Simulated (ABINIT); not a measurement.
AgRh:

```
CELL_PARAMETERS angstrom
2.77759 0.00000 0.00000
-1.38879 2.40546 0.00000
0.00000 0.00000 4.80860
ATOMIC_POSITIONS crystal
Ag 0.00000 0.00000 0.50000
Rh 0.66667 0.33333 0.00000
```

The cell comes from a database or a generator and needn't be the stable form of this composition.

```yaml
Program: ABINIT 10.8.3 (patched build)
Task: single point
Functional: PBE
Potentials_or_basis: JTH PAW PBE v2.0
Cutoff: 463 eV
k_mesh: 11 × 11 × 6
Occupations: fermi-dirac, width 0.05 eV
Spin: no spin polarisation
```

On this cell: pressure -2.3 GPa; largest force under 0.003 eV/Å; band gap on the k mesh none (metal or under the smearing width).

The same run follows on a disturbed copy (atoms moved at random, drawn with an rms of 0.05 Å):

```
CELL_PARAMETERS angstrom
2.77759 0.00000 0.00000
-1.38879 2.40546 0.00000
0.00000 0.00000 4.80860
ATOMIC_POSITIONS crystal
Ag 0.97271 0.99520 0.50345
Rh 0.67133 0.31452 0.99114
```

**Question.** What does the disturbed cell give?

**Answer.** The energy (extrapolated to zero smearing) moves by +9.5 meV/atom; pressure -1.9 GPa; largest force 0.439 eV/Å; band gap on the k mesh none (metal or under the smearing width).

Forces in eV/Å, atoms in the order of the input:
```
Ag   0.112 -0.046 -0.422
Rh  -0.112  0.046  0.422
```

Stress tensor (GPa, compression positive):
```
-1.70 -0.61 -0.33
-0.61 -2.07  0.14
-0.33  0.14 -2.00
```
